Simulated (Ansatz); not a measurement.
Geometry optimisation, Ansatz, DFT PBE, scalar-relativistic, plane waves, PAW.

Input:

```yaml
accuracy: low
crystal:
  lattice:
    - [-4.682, -4.682, 0.0]
    - [4.682, -4.682, 0.0]
    - [0.0, 0.0, 6.311]
  atoms:
    - { symbol: Si, position: [0.1684, 0.5, 0.0] }
    - { symbol: Si, position: [0.0, 0.1684, 0.25] }
    - { symbol: Si, position: [0.8316, 0.5, 0.5] }
    - { symbol: Si, position: [0.0, 0.8316, 0.75] }
    - { symbol: O, position: [0.30275, 0.53245, 0.2119] }
    - { symbol: O, position: [0.96755, 0.30275, 0.4619] }
    - { symbol: O, position: [0.69725, 0.46755, 0.7119] }
    - { symbol: O, position: [0.03245, 0.69725, 0.9619] }
    - { symbol: O, position: [0.96755, 0.69725, 0.5381] }
    - { symbol: O, position: [0.69725, 0.53245, 0.2881] }
    - { symbol: O, position: [0.03245, 0.30275, 0.0381] }
    - { symbol: O, position: [0.30275, 0.46755, 0.7881] }
    - { symbol: Si, position: [0.6684, 0.0, 0.0] }
    - { symbol: Si, position: [0.5, 0.6684, 0.25] }
    - { symbol: Si, position: [0.3316, 0.0, 0.5] }
    - { symbol: Si, position: [0.5, 0.3316, 0.75] }
    - { symbol: O, position: [0.80275, 0.03245, 0.2119] }
    - { symbol: O, position: [0.46755, 0.80275, 0.4619] }
    - { symbol: O, position: [0.19725, 0.96755, 0.7119] }
    - { symbol: O, position: [0.53245, 0.19725, 0.9619] }
    - { symbol: O, position: [0.46755, 0.19725, 0.5381] }
    - { symbol: O, position: [0.19725, 0.03245, 0.2881] }
    - { symbol: O, position: [0.53245, 0.80275, 0.0381] }
    - { symbol: O, position: [0.80275, 0.96755, 0.7881] }
    - { symbol: As, position: [0.5124164, 0.4713653, 0.4918776], spin: 1.0 }
magnetization:
  spin_polarized: true
basis:
  ecutwfc: 420.0
kpoints:
  mp_grid: { grid: [2, 2, 2] }
hamiltonian:
  xc: pbe
  pseudopotentials: { kind: paw, azcp: { folder: soft_1 } }
scf:
  occupations: { method: fermi_dirac, width: 0.02 }
  lower_state_search: "off"
relax:
  f_tol: 0.08
  max_steps: 25
  adjacent_minimum: "off"
```

Run as:

```bash
$ ansatz run input.yaml --threads 2 --pin off --max-ram 5120MiB --backend cpu --events-out ev --progress --plain --runs-dir out
```

Q: Where does it end, and by what steps?

A: The forces met the threshold. Limits of this set-up: coarse k mesh, a small cell, in which the defect meets its images, a typed lattice constant that wasn't relaxed here, low accuracy level. After 21 steps the energy has fallen by 15.470 eV; As25 moved furthest, 1.56 Å. The start is strongly strained (largest force component 9 eV/Å), so its close contacts needn't be bonds. Parted: O7–As25 (1.85 → 3.13 Å), O10–As25 (1.82 → 2.76 Å).

| step | energy less start (eV) | largest force component (eV/Å) | accepted |
| --- | --- | --- | --- |
| 0 | 0.0000 | 9.103 | yes |
| 1 | -5.8768 | 6.220 | yes |
| 2 | -9.2399 | 2.772 | yes |
| 3 | -11.0135 | 1.992 | yes |
| 4 | -11.7635 | 2.019 | yes |
| 5 | -12.6530 | 1.870 | yes |
| 6 | -13.4933 | 1.072 | yes |
| 7 | -14.2671 | 0.853 | yes |
| 8 | -14.8604 | 0.706 | yes |
| 9 | -15.1904 | 0.336 | yes |
| 10 | -15.1902 | 1.758 | no |
| 11 | -15.1904 | 0.336 | yes |
| 12 | -15.1907 | 1.753 | yes |
| 13 | -15.2900 | 0.452 | yes |
| 14 | -15.3592 | 0.649 | yes |
| 15 | -15.3910 | 0.378 | yes |
| 16 | -15.4199 | 0.677 | yes |
| 17 | -15.4491 | 0.294 | yes |
| 18 | -15.4455 | 0.212 | no |
| 19 | -15.4652 | 0.113 | yes |
| 20 | -15.4641 | 0.279 | no |
| 21 | -15.4704 | 0.052 | yes |

```xyz
25
Lattice="-4.6820 -4.6820 0.0000 4.6820 -4.6820 0.0000 0.0000 0.0000 6.3110" Properties=species:S:1:pos:R:3
Si 1.424 -3.052 -0.120
Si 0.767 -0.790 1.727
Si -1.347 -6.419 3.021
Si 3.875 -3.741 4.915
O 0.982 -4.124 1.037
O -2.912 -6.032 2.855
O -0.755 -5.756 4.385
O 3.029 -3.084 6.123
O -1.299 -7.982 3.430
O -0.540 -6.243 1.607
O 0.912 -1.599 0.331
O 0.777 -3.497 4.794
Si -2.898 -3.350 0.012
Si 0.982 -5.696 1.470
Si -1.675 -1.249 3.529
Si -0.710 -4.104 4.461
O -3.599 -3.931 1.369
O 1.524 -5.674 2.986
O 3.511 -5.322 4.920
O -1.501 -4.050 5.947
O -1.752 -2.839 3.878
O -0.729 -0.821 2.290
O 1.825 -6.432 0.320
O 0.770 -8.261 5.082
As -0.855 -3.561 2.155
```

Whether the end is a true minimum wasn't checked by a vibrational analysis.

The run took 5 min on 2 threads of Arm Neoverse V2, with other jobs on the host, peak memory 0.81 GiB.
